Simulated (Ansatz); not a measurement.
Wanted: the native input for an Ansatz 0.2.0 run.

```yaml
Task: density of states
Functional: PBE
Potentials_or_basis: all-electron PAW datasets made for the crystal
Cutoff: 300 eV (chosen from the basis error)
k_mesh: 5 × 5 × 4
Occupations: fermi-dirac, width 0.05 eV
Spin: collinear spin, ferromagnetic start
Starting_moments: "[0.0, 0.0, 3.0, 3.0, 0.0, 0.0, 0.0, 0.0, 0.0] μB"
```

Crystal: CsLiCr2Te2S3.

```
Cs Li Cr Te S
1.0
     3.42162   -5.18069    0.00784
     3.42162    5.18069    0.00784
    -2.90411    0.00000    7.43093
Cs Li Cr Te S
1 1 2 2 3
Direct
  0.09374 0.09374 0.00853
  0.58875 0.58875 0.55336
  0.05646 0.46755 0.55790
  0.46755 0.05646 0.55790
  0.56486 0.87357 0.29035
  0.87357 0.56486 0.29035
  0.81151 0.39697 0.73347
  0.39697 0.81151 0.73347
  0.21404 0.21404 0.48371
```

The cell was built by a generator and needn't be a form met in nature.

The input as run:

input.yaml

```yaml
crystal:
  lattice:
    - [3.42162, -5.18069, 0.00784]
    - [3.42162, 5.18069, 0.00784]
    - [-2.90411, 0.0, 7.43093]
  atoms:
    - { symbol: Cs, position: [0.09374, 0.09374, 0.00853] }
    - { symbol: Li, position: [0.58875, 0.58875, 0.55336] }
    - { symbol: Cr, position: [0.05646, 0.46755, 0.5579], spin: 3.0 }
    - { symbol: Cr, position: [0.46755, 0.05646, 0.5579], spin: 3.0 }
    - { symbol: Te, position: [0.56486, 0.87357, 0.29035] }
    - { symbol: Te, position: [0.87357, 0.56486, 0.29035] }
    - { symbol: S, position: [0.81151, 0.39697, 0.73347] }
    - { symbol: S, position: [0.39697, 0.81151, 0.73347] }
    - { symbol: S, position: [0.21404, 0.21404, 0.48371] }
kpoints:
  mp_grid: { grid: [5, 5, 4] }
scf:
  occupations: { method: fermi_dirac, width: 0.05 }
hamiltonian:
  xc: pbe
  pseudopotentials: { kind: all_electron, datasets: crystal }
magnetization:
  spin_polarized: true
output:
  forces: true
  stress: true
  eigenvalues: true
  dos: { projected: false, de: 0.2, e_range: [-14, 8] }
```

Potentials or basis: all-electron PAW datasets made for the crystal.

Launch:

```bash
$ ansatz run input.yaml --threads 8 --pin off --max-ram 24576MiB --backend cpu --events-out ev --progress --plain --runs-dir out
```

Results of the run:

* Pressure: 0.0 GPa
* Largest force: 0.016 eV/Å
* Band gap on the k mesh: none (metal or under the smearing width)
* Net moment: 4.01 μB per cell
* Absolute moment: 5.78 μB per cell
* Site moments: Cs -0.00; Li +0.00; Cr +2.03; Te -0.13; S -0.06, -0.05 μB

Caveat: the program warned that the printed levels may be off, so bands, gaps and densities of states are rough; only a ferromagnetic start was run, and an antiferromagnetic order may lie lower in energy.

Run time: 54 s on 8 threads of AMD EPYC 9R45 96-Core Processor (Zen 5), with other jobs on the host, peak memory 7 GiB.
